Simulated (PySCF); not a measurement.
# [Ce(H2O)7]4+: how settings move a single point

Aim: repeat the single point on relaxed [Ce(H2O)7]4+ with altered settings, some of them bad on purpose. The species was built from a template and needn't be a known compound.

The runs use PySCF 2.14.0; B3LYP, Ce lcecp-2-SVP with ECP46, O def2-SVP, H def2-SVP; scalar-relativistic core potentials, no spin–orbit coupling.

2 further runs of the same task are left out: 2 for a known fault of the program.

**1. Where the work starts**

22 atoms, charge 4, spin multiplicity 1.

Bond lengths: Ce1–O2 2.367 Å, Ce1–O5 2.367 Å, Ce1–O8 2.422 Å, Ce1–O11 2.409 Å, Ce1–O14 2.417 Å, Ce1–O17 2.417 Å, Ce1–O20 2.409 Å, O2–H3 0.992 Å, O2–H4 0.992 Å, O5–H6 0.992 Å, O5–H7 0.992 Å, O8–H9 0.987 Å, O8–H10 0.987 Å, O11–H12 0.986 Å, O11–H13 0.986 Å, O14–H15 0.987 Å, O14–H16 0.987 Å, O17–H18 0.987 Å and more. Angles: O2–Ce1–O5 179.9°, O2–Ce1–O8 90.0°, O2–Ce1–O11 90.0°, O2–Ce1–O14 90.0°, O2–Ce1–O17 90.0°, O2–Ce1–O20 90.0°, O5–Ce1–O8 90.0°, O5–Ce1–O11 90.0°, O5–Ce1–O14 90.0°, O5–Ce1–O17 90.0°, O5–Ce1–O20 90.0°, O8–Ce1–O11 72.0°, O8–Ce1–O14 143.9°, O8–Ce1–O17 143.9°, O8–Ce1–O20 72.0°, O11–Ce1–O14 71.9°, O11–Ce1–O17 144.0°, O11–Ce1–O20 144.1° and more.

Coordinates:

| atom | x (Å) | y (Å) | z (Å) |
| --- | --- | --- | --- |
| Ce1 | 0.00000 | 0.00000 | 0.00000 |
| O2 | -0.00200 | 0.00000 | 2.36741 |
| H3 | 0.76867 | 0.00000 | 2.99218 |
| H4 | -0.77396 | 0.00000 | 2.99059 |
| O5 | -0.00200 | 0.00000 | -2.36741 |
| H6 | 0.76867 | 0.00000 | -2.99218 |
| H7 | -0.77396 | 0.00000 | -2.99059 |
| O8 | 2.42220 | 0.00000 | 0.00000 |
| H9 | 3.04148 | 0.00000 | 0.76813 |
| H10 | 3.04148 | 0.00000 | -0.76813 |
| O11 | 0.74305 | 2.29202 | 0.00000 |
| H12 | 0.91923 | 2.87845 | 0.77338 |
| H13 | 0.91923 | 2.87845 | -0.77338 |
| O14 | -1.95371 | 1.42351 | 0.00000 |
| H15 | -2.43649 | 1.80683 | 0.77029 |
| H16 | -2.43649 | 1.80683 | -0.77029 |
| O17 | -1.95371 | -1.42351 | 0.00000 |
| H18 | -2.43649 | -1.80683 | 0.77029 |
| H19 | -2.43649 | -1.80683 | -0.77029 |
| O20 | 0.74305 | -2.29202 | 0.00000 |
| H21 | 0.91923 | -2.87845 | 0.77338 |
| H22 | 0.91923 | -2.87845 | -0.77338 |

Formal oxidation states: Ce +4. The 4f shell is empty and lies in the core potential. An earlier session relaxed this geometry at B3LYP, Ce lcecp-2-SVP with ECP46, O def2-SVP, H def2-SVP (singlet, point group C2v).

The sound run used a (50, 194) grid (finer on f atoms), a threshold of 1e-8 and at most 55 cycles, and ended at -571.639400 Eh.

**2. Altered run 1**

Contents of run.py (the lines that set the calculation):

```python
mol = gto.M(atom='''
Ce     0.00000     0.00000     0.00000
O     -0.00223     0.00000     2.65150
H      0.86090     0.00000     3.35124
H     -0.86684     0.00000     3.34946
O     -0.00223     0.00000    -2.65150
H      0.86090     0.00000    -3.35124
H     -0.86684     0.00000    -3.34946
O      2.71287     0.00000     0.00000
H      3.40646     0.00000     0.86031
H      3.40646     0.00000    -0.86031
O      0.83222     2.56706     0.00000
H      1.02953     3.22386     0.86619
H      1.02953     3.22386    -0.86619
O     -2.18815     1.59433     0.00000
H     -2.72887     2.02365     0.86272
H     -2.72887     2.02365    -0.86272
O     -2.18815    -1.59433     0.00000
H     -2.72887    -2.02365     0.86272
H     -2.72887    -2.02365    -0.86272
O      0.83222    -2.56706     0.00000
H      1.02953    -3.22386     0.86619
H      1.02953    -3.22386    -0.86619''',
    basis={'Ce': 'lcecp-2-SVP', 'O': 'def2-SVP', 'H': 'def2-SVP'},
    ecp={'Ce': 'lcecp-2-SVP'},
    charge=4, spin=0)
mf = dft.RKS(mol, xc='B3LYP')
mf.grids.atom_grid = (50, 194)  # f atoms: unpruned, at least (60, 302)
mf = mf.density_fit()  # fitting sets: Ce AutoAux, O def2-universal-JKFIT, H def2-universal-JKFIT
mf.conv_tol = 1e-08; mf.max_cycle = 55
mf.kernel(dm0)  # dm0: free metal ions and neutral atoms
```

On the command line:

```sh
OMP_NUM_THREADS=4 python run.py
```

What it wrote:

```text
init E= -561.425571276678
cycle= 1 E= -569.030557692432  delta_E= -7.6  |g|=  3.5  |ddm|= 3.72
cycle= 2 E= -553.807350684722  delta_E= 15.2  |g|=  7.1  |ddm|=  8.2
cycle= 3 E= -570.904214875409  delta_E= -17.1  |g|= 1.34  |ddm|= 7.38
cycle= 4 E= -571.330553552593  delta_E= -0.426  |g|= 0.667  |ddm|= 1.63
cycle= 5 E= -571.377601246477  delta_E= -0.047  |g|= 0.462  |ddm|= 0.91
cycle= 6 E= -571.429389189033  delta_E= -0.0518  |g|= 0.0527  |ddm|= 0.454
cycle= 7 E= -571.430080829346  delta_E= -0.000692  |g|= 0.0072  |ddm|= 0.0438
cycle= 8 E= -571.430095127911  delta_E= -1.43e-05  |g|= 0.00394  |ddm|= 0.00959
cycle= 9 E= -571.430097815818  delta_E= -2.69e-06  |g|= 0.00142  |ddm|= 0.00345
cycle= 10 E= -571.430098225326  delta_E= -4.1e-07  |g|= 9.34e-05  |ddm|= 0.00105
cycle= 11 E= -571.430098227368  delta_E= -2.04e-09  |g|= 3.63e-05  |ddm|= 0.000103
Extra cycle  E= -571.430098226654  delta_E= 7.14e-10  |g|= 7.04e-05  |ddm|= 7.86e-05
converged SCF energy = -571.430098226654
```

Run time: 33 s. Hardware: 4 threads of Intel Xeon Platinum 8259CL at 2.50GHz (Skylake/Cascade Lake), shared host.

Changed: the scale of all coordinates (1.12). It converges in 11 cycles, +5.695 eV from the sound run, with a largest force component of 3.04 eV/Å. The setting is unsound, so these numbers aren't the compound's.

**3. Altered run 2**

Contents of run.py (the lines that set the calculation):

```python
mol = gto.M(atom='''
Ce     0.00000     0.00000     0.00000
O     -0.00200     0.00000     2.36741
H      0.76867     0.00000     2.99218
H     -0.77396     0.00000     2.99059
O     -0.00200     0.00000    -2.36741
H      0.76867     0.00000    -2.99218
H     -0.77396     0.00000    -2.99059
O      2.42220     0.00000     0.00000
H      3.04148     0.00000     0.76813
H      3.04148     0.00000    -0.76813
O      0.74305     2.29202     0.00000
H      0.91923     2.87845     0.77338
H      0.91923     2.87845    -0.77338
O     -1.95371     1.42351     0.00000
H     -2.43649     1.80683     0.77029
H     -2.43649     1.80683    -0.77029
O     -1.95371    -1.42351     0.00000
H     -2.43649    -1.80683     0.77029
H     -2.43649    -1.80683    -0.77029
O      0.74305    -2.29202     0.00000
H      0.91923    -2.87845     0.77338
H      0.91923    -2.87845    -0.77338''',
    basis={'Ce': 'lcecp-2-SVP', 'O': 'def2-SVP', 'H': 'def2-SVP'},
    ecp={'Ce': 'lcecp-2-SVP'},
    charge=4, spin=0)
mf = dft.RKS(mol, xc='B3LYP')
mf.grids.atom_grid = (40, 110)  # f atoms: unpruned
mf = mf.density_fit()  # fitting sets: Ce AutoAux, O def2-universal-JKFIT, H def2-universal-JKFIT
mf.conv_tol = 1e-08; mf.max_cycle = 55
mf.kernel(dm0)  # dm0: free metal ions and neutral atoms
```

On the command line:

```sh
OMP_NUM_THREADS=4 python run.py
```

What it wrote:

```text
init E= -562.392837864719
cycle= 1 E= -569.59096765655  delta_E= -7.2  |g|= 3.37  |ddm|= 4.12
cycle= 2 E= -564.908986681332  delta_E= 4.68  |g|= 5.44  |ddm|=    6
cycle= 3 E= -571.507301866779  delta_E= -6.6  |g|= 0.673  |ddm|= 4.78
cycle= 4 E= -571.637370717669  delta_E= -0.13  |g|= 0.133  |ddm|= 0.861
cycle= 5 E= -571.640390318057  delta_E= -0.00302  |g|= 0.0539  |ddm|= 0.113
cycle= 6 E= -571.640865441164  delta_E= -0.000475  |g|= 0.0176  |ddm|= 0.0442
cycle= 7 E= -571.64092226307  delta_E= -5.68e-05  |g|= 0.00102  |ddm|= 0.0111
cycle= 8 E= -571.640922636409  delta_E= -3.73e-07  |g|= 0.00023  |ddm|= 0.00162
cycle= 9 E= -571.640922642049  delta_E= -5.64e-09  |g|= 0.000182  |ddm|= 0.000265
cycle= 10 E= -571.640922648062  delta_E= -6.01e-09  |g|= 7.71e-06  |ddm|= 0.000116
Extra cycle  E= -571.640922648066  delta_E= -3.87e-12  |g|= 8.6e-06  |ddm|= 1.48e-05
converged SCF energy = -571.640922648066
```

Wall time 29 s (4 threads of Intel Xeon Platinum 8259CL at 2.50GHz (Skylake/Cascade Lake), shared host).

Changed: the integration grid, to (40, 110). It converges in 10 cycles, -0.041 eV from the sound run, with a largest force component of 0.05 eV/Å. The setting is unsound, so these numbers aren't the compound's.

**4. Altered run 3**

Changes to run.py (the lines that set the calculation) since step 3:

```diff
@@ -27,5 +27,5 @@
 mf = dft.RKS(mol, xc='B3LYP')
-mf.grids.atom_grid = (40, 110)  # f atoms: unpruned
+mf.grids.atom_grid = (50, 194)  # f atoms: unpruned, at least (60, 302)
 mf = mf.density_fit()  # fitting sets: Ce AutoAux, O def2-universal-JKFIT, H def2-universal-JKFIT
-mf.conv_tol = 1e-08; mf.max_cycle = 55
+mf.conv_tol = 1e-08; mf.max_cycle = 5
 mf.kernel(dm0)  # dm0: free metal ions and neutral atoms
```

On the command line:

```sh
OMP_NUM_THREADS=4 python run.py
```

What it wrote:

```text
init E= -562.391692793706
cycle= 1 E= -569.59030863497  delta_E= -7.2  |g|= 3.37  |ddm|= 4.12
cycle= 2 E= -564.909785768795  delta_E= 4.68  |g|= 5.44  |ddm|=    6
cycle= 3 E= -571.505810472699  delta_E= -6.6  |g|= 0.673  |ddm|= 4.78
cycle= 4 E= -571.635847453524  delta_E= -0.13  |g|= 0.133  |ddm|= 0.861
cycle= 5 E= -571.638866835246  delta_E= -0.00302  |g|= 0.054  |ddm|= 0.113
SCF not converged.
```

Wall time 10 s (4 threads of Intel Xeon Platinum 8259CL at 2.50GHz (Skylake/Cascade Lake), shared host).

Changed: the cycle limit (5). The SCF doesn't converge: the limit ends it too early, and the default cures it.

**5. Altered run 4**

Changes to run.py (the lines that set the calculation) since step 4:

```diff
@@ -29,3 +29,3 @@
 mf = mf.density_fit()  # fitting sets: Ce AutoAux, O def2-universal-JKFIT, H def2-universal-JKFIT
-mf.conv_tol = 1e-08; mf.max_cycle = 5
+mf.conv_tol = 1e-06; mf.max_cycle = 55
 mf.kernel(dm0)  # dm0: free metal ions and neutral atoms
```

On the command line:

```sh
OMP_NUM_THREADS=4 python run.py
```

What it wrote:

```text
init E= -562.391692793706
cycle= 1 E= -569.59030863497  delta_E= -7.2  |g|= 3.37  |ddm|= 4.12
cycle= 2 E= -564.909785768795  delta_E= 4.68  |g|= 5.44  |ddm|=    6
cycle= 3 E= -571.505810472699  delta_E= -6.6  |g|= 0.673  |ddm|= 4.78
cycle= 4 E= -571.635847453524  delta_E= -0.13  |g|= 0.133  |ddm|= 0.861
cycle= 5 E= -571.638866835246  delta_E= -0.00302  |g|= 0.054  |ddm|= 0.113
cycle= 6 E= -571.639343168798  delta_E= -0.000476  |g|= 0.0176  |ddm|= 0.0442
cycle= 7 E= -571.639400001387  delta_E= -5.68e-05  |g|= 0.00102  |ddm|= 0.0111
cycle= 8 E= -571.639400373725  delta_E= -3.72e-07  |g|= 0.000248  |ddm|= 0.00162
Extra cycle  E= -571.639400361577  delta_E= 1.21e-08  |g|= 0.000371  |ddm|= 0.000421
converged SCF energy = -571.639400361577
```

It took 34 s on 4 threads of Intel Xeon Platinum 8259CL at 2.50GHz (Skylake/Cascade Lake), shared host.

Changed: the SCF threshold (1e-06). It converges in 8 cycles, at the sound run's energy within 0.001 eV, with a largest force component of 0.00 eV/Å. The result survives the change.

**6. Altered run 5**

Changes to run.py (the lines that set the calculation) since step 5:

```diff
@@ -25,7 +25,7 @@
     ecp={'Ce': 'lcecp-2-SVP'},
-    charge=4, spin=0)
-mf = dft.RKS(mol, xc='B3LYP')
+    charge=4, spin=8)
+mf = dft.UKS(mol, xc='B3LYP')
 mf.grids.atom_grid = (50, 194)  # f atoms: unpruned, at least (60, 302)
 mf = mf.density_fit()  # fitting sets: Ce AutoAux, O def2-universal-JKFIT, H def2-universal-JKFIT
-mf.conv_tol = 1e-06; mf.max_cycle = 55
+mf.conv_tol = 1e-08; mf.max_cycle = 70
 mf.kernel(dm0)  # dm0: free metal ions and neutral atoms
```

On the command line:

```sh
OMP_NUM_THREADS=4 python run.py
```

What it wrote:

```text
init E= -562.662000791596
cycle= 1 E= -568.850790766701  delta_E= -6.19  |g|=  1.9  |ddm|= 3.49
cycle= 2 E= -566.656749990322  delta_E= 2.19  |g|= 2.81  |ddm|=  5.8
cycle= 3 E= -570.466784593486  delta_E= -3.81  |g|= 0.462  |ddm|= 5.04
cycle= 4 E= -570.014859224252  delta_E= 0.452  |g|= 1.02  |ddm|= 1.76
cycle= 5 E= -570.283768641485  delta_E= -0.269  |g|= 0.706  |ddm|= 1.59
cycle= 6 E= -570.565408593696  delta_E= -0.282  |g|= 0.199  |ddm|= 0.975
cycle= 7 E= -570.571675607604  delta_E= -0.00627  |g|= 0.17  |ddm|= 0.51
cycle= 8 E= -570.589710786967  delta_E= -0.018  |g|= 0.0257  |ddm|= 0.247
cycle= 9 E= -570.589749343854  delta_E= -3.86e-05  |g|= 0.0251  |ddm|= 0.036
cycle= 10 E= -570.590031449581  delta_E= -0.000282  |g|= 0.0146  |ddm|= 0.0427
cycle= 11 E= -570.590148810203  delta_E= -0.000117  |g|= 0.00638  |ddm|= 0.0374
cycle= 12 E= -570.590169799112  delta_E= -2.1e-05  |g|= 0.00392  |ddm|= 0.0205
cycle= 13 E= -570.590178074877  delta_E= -8.28e-06  |g|= 0.00262  |ddm|= 0.0132
cycle= 14 E= -570.590177479822  delta_E= 5.95e-07  |g|= 0.0029  |ddm|= 0.00389
cycle= 15 E= -570.590182994589  delta_E= -5.51e-06  |g|= 0.000581  |ddm|= 0.0117
cycle= 16 E= -570.590183321822  delta_E= -3.27e-07  |g|= 0.000391  |ddm|= 0.00351
cycle= 17 E= -570.590183462179  delta_E= -1.4e-07  |g|= 0.00037  |ddm|= 0.00236
cycle= 18 E= -570.590183423246  delta_E= 3.89e-08  |g|= 0.000144  |ddm|= 0.00137
cycle= 19 E= -570.590183675854  delta_E= -2.53e-07  |g|= 0.000311  |ddm|= 0.00397
cycle= 20 E= -570.590184075441  delta_E= -4e-07  |g|= 0.000276  |ddm|= 0.00664
cycle= 21 E= -570.590184386022  delta_E= -3.11e-07  |g|= 0.000195  |ddm|= 0.00656
cycle= 22 E= -570.59018455282  delta_E= -1.67e-07  |g|= 0.000155  |ddm|= 0.00472
cycle= 23 E= -570.590184744393  delta_E= -1.92e-07  |g|= 7.34e-05  |ddm|= 0.00882
cycle= 24 E= -570.590184776957  delta_E= -3.26e-08  |g|= 6.42e-05  |ddm|= 0.00415
cycle= 25 E= -570.590184765604  delta_E= 1.14e-08  |g|= 0.000174  |ddm|= 0.000964
cycle= 26 E= -570.590184782259  delta_E= -1.67e-08  |g|= 3.27e-05  |ddm|= 0.00119
cycle= 27 E= -570.590184782925  delta_E= -6.66e-10  |g|= 2.34e-05  |ddm|= 0.000351
Extra cycle  E= -570.590184776981  delta_E= 5.94e-09  |g|= 0.0001  |ddm|= 0.000199
converged SCF energy = -570.590184776981  <S^2> = 20.020878  2S+1 = 9.0046383
```

Wall time 94 s (4 threads of Intel Xeon Platinum 8259CL at 2.50GHz (Skylake/Cascade Lake), shared host).

Changed: the spin (8 unpaired electrons); the cycle limit is 70. It converges in 27 cycles, +28.551 eV from the sound run, with a largest force component of 2.58 eV/Å. The setting is unsound, so these numbers aren't the compound's.

**7. Results**

| run | changed | ending | energy change (eV) | cycles | time | usable |
| --- | --- | --- | --- | --- | --- | --- |
| 1 | the scale of all coordinates | converged | +5.695 | 11 | 33 s | no |
| 2 | the integration grid | converged | -0.041 | 10 | 29 s | no |
| 3 | the cycle limit | not converged | – | 5 | 10 s | no |
| 4 | the SCF threshold | converged | 0.000 | 8 | 34 s | yes |
| 5 | the spin | converged | +28.551 | 27 | 94 s | no |

1 of 5 altered runs gives a usable result. 3 ended normally with numbers unfit to quote.
